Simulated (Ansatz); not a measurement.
CaCo:

```
Ca Co
1.0
     0.00000    2.56923    2.56923
     2.56923    0.00000    2.56923
     2.56923    2.56923    0.00000
Ca Co
1 1
Direct
  0.50000 0.50000 0.50000
  0.00000 0.00000 0.00000
```

The cell was built by a generator and needn't be a form met in nature.

```yaml
Program: Ansatz 0.2.0
Task: single point
Functional: PBE
Potentials_or_basis: all-electron LAPW, scalar-relativistic
Cutoff: 254 eV (chosen from the basis error)
Basis_error_allowed: 0.001 eV/atom
k_mesh: 9 × 9 × 9
Occupations: fermi-dirac, width 0.05 eV
Spin: collinear spin, ferromagnetic start
Starting_moments: "[0.0, 2.0] μB"
```

On this cell: pressure 21.6 GPa; largest force zero by symmetry; net moment 1.00 μB per cell; site moments Ca -0.06; Co +1.16 μB; band gap on the k mesh none (metal or under the smearing width).

The same run follows on a disturbed copy (atoms moved at random, drawn with an rms of 0.05 Å):

```
Ca Co
1.0
     0.00000    2.56923    2.56923
     2.56923    0.00000    2.56923
     2.56923    2.56923    0.00000
Ca Co
1 1
Direct
  0.49086 0.50103 0.50269
  0.00104 0.00545 0.98774
```

**Question.** What changes?

**Answer.** The energy (extrapolated to zero smearing) moves by +3.4 meV/atom; pressure 21.6 GPa; largest force 0.285 eV/Å; net moment 1.00 μB per cell; site moments Ca -0.05; Co +1.16 μB; band gap on the k mesh none (metal or under the smearing width).

Forces on the atoms (eV/Å):
```
Ca  -0.161 -0.073  0.224
Co   0.161  0.073 -0.224
```

Stress tensor (GPa, compression positive):
```
21.62 -0.03  0.09
-0.03 21.58  0.04
 0.09  0.04 21.67
```

Caveats: so large a pressure means that the cell lies far from this level's equilibrium, or that cutoff or potentials fall short (some runs).
